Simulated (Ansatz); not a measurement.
Wanted: the native input for an Ansatz 0.2.0 run.

- Task: single point
- Functional: PBEsol
- Potentials or basis: all-electron LAPW, scalar-relativistic
- Cutoff: 330 eV (chosen from the basis error)
- Basis error allowed: 0.001 eV/atom
- k mesh: 8 × 8 × 8
- Occupations: fermi-dirac, width 0.05 eV
- Spin: collinear spin, ferromagnetic start
- Starting moments: [0.6, 2.0, 2.0, 2.0] μB

Crystal: Co3Ir.

```
Ir Co
1.0
     3.58256    0.00000    0.00000
     0.00000    3.58256    0.00000
     0.00000    0.00000    3.58256
Ir Co
1 3
Direct
  0.98166 0.00005 0.99997
  0.50064 0.49933 0.01988
  0.49455 0.01334 0.49855
  0.98987 0.50006 0.50280
```

The cell comes from a database or a generator and needn't be the stable form of this composition.

The cell isn't the ideal one: atoms moved at random, drawn with an rms of 0.05 Å.

One way to write it, as run:

input.yaml

```yaml
crystal:
  lattice:
    - [3.582561, 0.0, 0.0]
    - [0.0, 3.582561, 0.0]
    - [0.0, 0.0, 3.582561]
  atoms:
    - { symbol: Ir, position: [-0.018342, 4.9e-05, -3.5e-05], spin: 0.6 }
    - { symbol: Co, position: [0.500635, 0.499328, 0.019877], spin: 2.0 }
    - { symbol: Co, position: [0.49455, 0.013344, 0.498548], spin: 2.0 }
    - { symbol: Co, position: [-0.010128, 0.500055, 0.502804], spin: 2.0 }
kpoints:
  mp_grid: { grid: [8, 8, 8] }
scf:
  occupations: { method: fermi_dirac, width: 0.05 }
hamiltonian:
  xc: pbesol
  pseudopotentials: { kind: all_electron, lapw: { basis_error: 0.001 } }
magnetization:
  spin_polarized: true
output:
  forces: true
  stress: true
  eigenvalues: true
  populations: true
```

Potentials or basis: all-electron LAPW, scalar-relativistic.

Command:

```console
$ ansatz run input.yaml --threads 4 --pin off --max-ram 12288MiB --backend cpu --events-out ev --progress --plain --runs-dir out
```

It gave:

| Property | Result |
| --- | --- |
| Pressure | -2.2 GPa |
| Largest force | 0.620 eV/Å |
| Band gap on the k mesh | none (metal or under the smearing width) |
| Net moment | 4.82 μB per cell |
| Absolute moment | 5.10 μB per cell |
| Site moments | Ir +0.49; Co +1.48, +1.49 μB |

Run time: 8.3 min on 4 threads of Arm Neoverse V1, with other jobs on the host, peak memory 3.5 GiB.
